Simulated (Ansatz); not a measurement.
# As2CO3: the cost of one run

Method: DFT PBE, scalar-relativistic, plane waves, PAW, in Ansatz 0.2.0.

## 1. Starting point

It takes space group Pmmm (No. 47, orthorhombic). Conventional cell: a = 3.865 Å, b = 5.107 Å, c = 5.856 Å, α = 90.00°, β = 90.00°, γ = 90.00°. As (site symmetry mmm) has 2 O at 1.68 Å and 2 C at 1.93 Å in its first shell of neighbours. As (site symmetry mmm) has 2 O at 2.55 Å and 2 As at 2.93 Å in its first shell of neighbours. Around C (site symmetry mmm) lie 2 As at 1.93 Å. Around O (site symmetry m2m) lie 1 As at 1.68 Å and 1 O at 1.75 Å. Around O (site symmetry mmm) lie 2 As at 2.55 Å.

As a file:

```cif
data_structure
_symmetry_space_group_name_H-M 'Pmmm'
_symmetry_Int_Tables_number 47
_cell_length_a 3.8647
_cell_length_b 5.1073
_cell_length_c 5.8563
_cell_angle_alpha 90.000
_cell_angle_beta 90.000
_cell_angle_gamma 90.000
_cell_volume 115.59
loop_
_atom_site_label
_atom_site_type_symbol
_atom_site_symmetry_multiplicity
_atom_site_Wyckoff_symbol
_atom_site_fract_x
_atom_site_fract_y
_atom_site_fract_z
_atom_site_occupancy
As1 As 1 c 0.00000 0.00000 0.50000 1
As2 As 1 a 0.00000 0.00000 0.00000 1
C1 C 1 d 0.50000 0.00000 0.50000 1
O1 O 2 n 0.00000 0.32835 0.50000 1
O2 O 1 e 0.00000 0.50000 0.00000 1
```

The cell was relaxed beforehand at this level, from a generated guess; it needn't be the stable form of this composition. At a tolerance of 0.05 Å it has space group Pmmm (No. 47); it has 19.27 Å³/atom, an uncorrected energy of +1.60 eV/atom over the elements.

## 2. Bands, states and charges

The input, input.yaml:

```yaml
crystal:
  lattice:
    - [3.8647126653, 0.0, 0.0]
    - [0.0, 5.1073336632, 0.0]
    - [0.0, 0.0, 5.8563420829]
  atoms:
    - { symbol: As, position: [0.0, 0.0, 0.5] }
    - { symbol: As, position: [0.0, 0.0, 0.0] }
    - { symbol: C, position: [0.5, 0.0, 0.5] }
    - { symbol: O, position: [0.0, 0.3283469531, 0.5] }
    - { symbol: O, position: [0.0, 0.6716530469, 0.5] }
    - { symbol: O, position: [0.0, 0.5, 0.0] }
basis:
  ecutwfc: 420
kpoints:
  mp_grid: { grid: [10, 8, 8] }
  band_path:
    path:
      - [[0.0, 0.0, 0.0], [0.5, 0.0, 0.0], [0.5, 0.5, 0.0], [0.0, 0.5, 0.0], [0.0, 0.0, 0.0], [0.0, 0.0, 0.5], [0.5, 0.0, 0.5], [0.5, 0.5, 0.5], [0.0, 0.5, 0.5], [0.0, 0.0, 0.5]]
      - [[0.5, 0.0, 0.0], [0.5, 0.0, 0.5]]
      - [[0.0, 0.5, 0.0], [0.0, 0.5, 0.5]]
      - [[0.5, 0.5, 0.0], [0.5, 0.5, 0.5]]
    npoints: 14
hamiltonian:
  xc: pbe
scf:
  occupations: { method: gaussian, width: 0.1 }
  n_extra_bands: 15
output:
  forces: true
  stress: true
  eigenvalues: true
  populations: true
  dos: { projected: true, de: 0.02, nscf_kmesh: { grid: [12, 10, 10] } }
  bader: true
  write_density: true
  write_potential: true
  elf: true
  volumetric_format: npy
```

On the command line:

```sh
ansatz run input.yaml --threads 1 --pin off --max-ram 2560MiB --backend cpu --events-out ev --progress --plain --runs-dir out
```

What time and memory should one allow on 1 thread of Arm Neoverse N1, shared host?

About 4.5 min, with a peak of 0.95 GiB.
